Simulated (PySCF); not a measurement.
# C6H8O2: first hyperpolarisability

Wanted: first hyperpolarisability for C6H8O2 (`C=CCC(=O)OC=C`).

Computed with PySCF 2.14.0 and routines of our own; the level stands in each step. Atoms count from 0.

## 1. The system as given

16 atoms, charge 0, multiplicity 1; geometry from: GFN2-xTB.

## 2. Relaxing the molecule at PBE0-D3(BJ)/def2-SVP

The job: settings as JSON, then the geometry in Å.

```
{"job": {"xc": "PBE0", "basis": "def2-SVP", "d3": "d3bj", "grid": 1, "kind": "geom"}, "charge": 0, "multiplicity": 1}
C      3.270838     0.089614     0.598223
C      2.323186    -0.203823    -0.270609
C      1.021216     0.526629    -0.366557
C     -0.160364    -0.409773    -0.232188
O     -0.124138    -1.607855    -0.267786
O     -1.292761     0.307737    -0.074793
C     -2.484899    -0.366774     0.056439
C     -3.626528     0.283645     0.172814
H      4.194807    -0.460387     0.638550
H      3.165435     0.897504     1.304390
H      2.440119    -1.024062    -0.964534
H      0.941136     1.303433     0.395698
H      0.931590     1.010138    -1.345256
H     -2.393814    -1.445494     0.054654
H     -4.551708    -0.249879     0.276951
H     -3.661713     1.358292     0.166883
```

The run is started by

```
$ OMP_NUM_THREADS=1 python excited_run.py task.json out
```

The driver reads the jobs from task.json and runs them one after another.

Standard output:

```text
step   0  E = -383.14869501  max force = 0.014180
step   1  E = -383.15046667  max force = 0.002906
step   2  E = -383.15054024  max force = 0.001861
step   3  E = -383.15052500  max force = 0.003745
step   4  E = -383.15059135  max force = 0.000599
step   5  E = -383.15058936  max force = 0.000944
step   6  E = -383.15060138  max force = 0.000119
optimisation converged
```

It took 44 s on 1 thread of Arm Neoverse V2, shared host; peak memory 0.75 GiB.

Relaxation path:

| step | energy from step 0 (eV) | largest force component (eV/Å) |
| --- | --- | --- |
| 0 | 0.0000 | 0.7292 |
| 1 | -0.0482 | 0.1494 |
| 2 | -0.0502 | 0.0957 |
| 3 | -0.0498 | 0.1926 |
| 4 | -0.0516 | 0.0308 |
| 5 | -0.0515 | 0.0485 |
| 6 | -0.0519 | 0.0061 |

Distances of close pairs at the start and the end, largest changes first:

| bond | before (Å) | after (Å) | change (Å) |
| --- | --- | --- | --- |
| C7–H14 | 1.073 | 1.090 | +0.017 |
| C0–H9 | 1.078 | 1.095 | +0.017 |
| C7–H15 | 1.075 | 1.092 | +0.017 |
| C0–H8 | 1.076 | 1.093 | +0.017 |
| C1–H10 | 1.081 | 1.095 | +0.015 |
| C0–C1 | 1.319 | 1.332 | +0.013 |
| C2–H12 | 1.095 | 1.107 | +0.012 |
| C6–H13 | 1.083 | 1.093 | +0.010 |

The next job starts from the end point, and lists it.

| at the end point | value |
| --- | --- |
| point group (found at 0.08 Å tolerance) | C1 |
| rotational constants (GHz, main isotopes) | 7.116, 0.910, 0.835 |
| dipole moment (D) | 1.57 |

## 3. First hyperpolarisability: quadratic response CAM-B3LYP/def2-SVPD

The job: settings as JSON, then the geometry in Å.

```
{"job": {"kind": "beta", "xc": "CAM-B3LYP", "basis": "def2-SVPD", "wavelengths": [1550, 1064, 694.3]}, "charge": 0, "multiplicity": 1}
C      3.133337     0.127972     0.862608
C      2.160285    -0.220628     0.022458
C      0.859848     0.502344    -0.107897
C     -0.333102    -0.417069    -0.087485
O     -0.310726    -1.604997    -0.244144
O     -1.468350     0.295996     0.105774
C     -2.666134    -0.368276     0.109680
C     -3.805242     0.295714     0.274524
H      4.070583    -0.432213     0.908392
H      3.031429     0.985134     1.536523
H      2.285563    -1.092620    -0.628484
H      0.731069     1.275841     0.664209
H      0.806907     1.036324    -1.076389
H     -2.582229    -1.448754    -0.029561
H     -4.750199    -0.248211     0.276190
H     -3.817472     1.379414     0.409178
```

Method: quadratic response CAM-B3LYP/def2-SVPD first hyperpolarisability, Taylor convention, gas phase.

Standard output:

```text
coarse grid: 13648 points
cycle   1  E = -383.1611196517  dE =  1.325e+00  |g| = 9.173e-01  |ddm| = 6.841e+00
cycle   2  E = -382.9694366957  dE =  1.917e-01  |g| = 1.414e+00  |ddm| = 3.070e+00
cycle   3  E = -383.3279929056  dE = -3.586e-01  |g| = 1.732e-01  |ddm| = 1.911e+00
cycle   4  E = -383.3327962456  dE = -4.803e-03  |g| = 7.483e-02  |ddm| = 2.486e-01
cycle   5  E = -383.3337711710  dE = -9.749e-04  |g| = 1.443e-02  |ddm| = 8.940e-02
cycle   6  E = -383.3338163992  dE = -4.523e-05  |g| = 4.976e-03  |ddm| = 3.884e-02
cycle   7  E = -383.3338223298  dE = -5.931e-06  |g| = 1.563e-03  |ddm| = 9.330e-03
final grid: 132640 points
cycle   8  E = -383.4200545672  dE = -3.535e-05  |g| = 3.944e-03  |ddm| = 1.040e-01
cycle   9  E = -383.4200533818  dE =  1.185e-06  |g| = 4.795e-03  |ddm| = 1.392e-02
cycle  10  E = -383.4200582027  dE = -4.821e-06  |g| = 4.639e-04  |ddm| = 6.345e-03
cycle  11  E = -383.4200582451  dE = -4.240e-08  |g| = 1.848e-04  |ddm| = 9.668e-04
cycle  12  E = -383.4200582515  dE = -6.444e-09  |g| = 8.544e-05  |ddm| = 5.272e-04
cycle  13  E = -383.4200582530  dE = -1.487e-09  |g| = 1.972e-05  |ddm| = 1.083e-04
cycle  14  E = -383.4200582531  dE = -8.777e-11  |g| = 5.350e-06  |ddm| = 4.490e-05
converged SCF energy = -383.4200582531

Lowest singlets (eV, f): 5.8764 0.0008  6.5264 0.5018  7.0778 0.0217

First hyperpolarisability (au)
process     nm      |vector|   parallel      HRS      DR
static         -       86.77      19.45      54.66   2.342
shg       1550.0       99.30      21.88      60.02   2.449
eope      1550.0       90.72      20.22          -       -
shg       1064.0      116.20      25.12      67.21   2.582
eope      1064.0       95.41      21.13          -       -
shg        694.3      179.49      36.98      94.05   2.982
eope       694.3      108.84      23.71          -       -
```

It took 58 s on 1 thread of Arm Neoverse V2, shared host; peak memory 0.96 GiB.

Orbitals, density, ELF and potential are computed afterwards from the orbital file.

Frontier orbitals at CAM-B3LYP/def2-SVPD, with the share of their density that lies nearest to each atom:

| orbital | energy (eV) | lies on |
| --- | --- | --- |
| HOMO | -8.78 | C7 35 %; C6 24 %; O5 16 % |
| LUMO | 0.54 | C3 29 %; O4 16 %; C6, C7 about 13 % each |

ELF in a plane through or near 10 of the atoms.

Values, 10 rows by 14 columns:
```
0.00 0.00 0.00 0.00 0.00 0.00 0.00 0.00 0.00 0.00 0.00 0.00 0.00 0.00
0.00 0.00 0.00 0.00 0.00 0.00 0.02 0.13 0.01 0.00 0.00 0.00 0.00 0.00
0.00 0.00 0.00 0.00 0.09 0.02 0.56 0.82 0.22 0.37 0.05 0.00 0.00 0.00
0.00 0.00 0.03 0.01 0.59 0.45 0.67 0.67 0.16 1.00 0.30 0.02 0.00 0.00
0.00 0.00 0.90 0.76 0.48 0.54 0.21 0.39 0.12 0.57 0.31 0.94 0.68 0.00
0.00 0.00 0.60 0.75 0.65 0.70 0.56 0.36 0.25 0.40 0.20 0.97 0.75 0.00
0.00 0.00 0.05 0.53 0.71 0.30 1.00 0.04 0.85 0.03 0.98 0.42 0.02 0.00
0.00 0.00 0.00 0.32 0.47 0.20 0.99 0.03 0.07 0.03 0.99 0.68 0.00 0.00
0.00 0.00 0.00 0.00 0.00 0.00 0.03 0.00 0.00 0.00 0.13 0.01 0.00 0.00
0.00 0.00 0.00 0.00 0.00 0.00 0.00 0.00 0.00 0.00 0.00 0.00 0.00 0.00
```
The map spans 14.4 Å across and 8.5 Å up, centred on the molecule. Atoms in the plane (x, y in Å): C1 (-2.3, 0.3), C3 (0.2, 0.5), O4 (0.2, 1.7), O5 (1.3, -0.3), C6 (2.5, 0.3), C7 (3.6, -0.4), H11 (-0.9, -1.3), H13 (2.4, 1.4), H14 (4.6, 0.1), H15 (3.6, -1.5).

log10 of the density (e/Å³) in the same plane.

Values, 10 rows by 14 columns:
```
-4.0 -4.0 -4.0 -4.0 -4.0 -4.0 -4.0 -3.9 -4.0 -4.0 -4.0 -4.0 -4.0 -4.0
-4.0 -4.0 -4.0 -4.0 -3.6 -3.3 -2.6 -2.1 -2.7 -3.3 -3.8 -4.0 -4.0 -4.0
-4.0 -4.0 -4.0 -3.2 -2.3 -2.1 -1.2 -0.3 -1.4 -1.8 -2.4 -3.6 -4.0 -4.0
-4.0 -4.0 -2.6 -2.0 -1.0 -1.0 -0.5  2.5 -0.8 -0.2 -1.3 -2.3 -3.0 -4.0
-4.0 -3.4 -1.5 -0.6 -0.2 -0.2 -0.5  0.6 -0.5  0.3 -0.5 -0.7 -1.9 -3.7
-4.0 -3.3 -1.4 -0.1  0.3 -0.1  0.0 -0.2  1.1  0.0  0.9 -0.1 -1.6 -3.5
-4.0 -3.8 -2.1 -0.8 -0.5 -0.8  0.2 -1.2 -0.4 -1.1  0.1 -0.9 -2.3 -4.0
-4.0 -4.0 -2.9 -1.8 -1.5 -1.6 -1.0 -2.0 -2.1 -2.0 -0.8 -1.6 -3.1 -4.0
-4.0 -4.0 -4.0 -3.1 -2.9 -2.9 -2.7 -3.2 -3.6 -3.1 -2.5 -2.9 -4.0 -4.0
-4.0 -4.0 -4.0 -4.0 -4.0 -4.0 -4.0 -4.0 -4.0 -4.0 -4.0 -4.0 -4.0 -4.0
```
The map spans 14.4 Å across and 8.5 Å up, centred on the molecule. Atoms in the plane (x, y in Å): C1 (-2.3, 0.3), C3 (0.2, 0.5), O4 (0.2, 1.7), O5 (1.3, -0.3), C6 (2.5, 0.3), C7 (3.6, -0.4), H11 (-0.9, -1.3), H13 (2.4, 1.4), H14 (4.6, 0.1), H15 (3.6, -1.5).

On the surface of density 0.002 e/bohr³ the electrostatic potential runs, from the 1st to the 99th percentile, from -1.44 V near O4 to 1.08 V near H12.

## 4. Outcome

| quantity | value |
| --- | --- |
| point group | C1 |
| rotational constants (main isotopes) | 7.12, 0.91, 0.84 GHz |
| β vector (step 3, quadratic response CAM-B3LYP/def2-SVPD) | static 87, SHG 1550.0 nm 99, SHG 1064.0 nm 116, SHG 694.3 nm 179 au |
| potential on the surface of density 0.002 e/bohr³, 1st and 99th percentile | -1.44 V and 1.08 V |

In words: Over 6 steps the energy fell by 0.052 eV; of the close pairs, C7–H14 changed most, 1.073 to 1.090 Å. No frequency check was run at this level, so the end point may be a saddle. β grows from 87 au (static) to 179 au for doubling at 694.3 nm: normal dispersion, which grows as twice the photon energy moves toward the bright states.
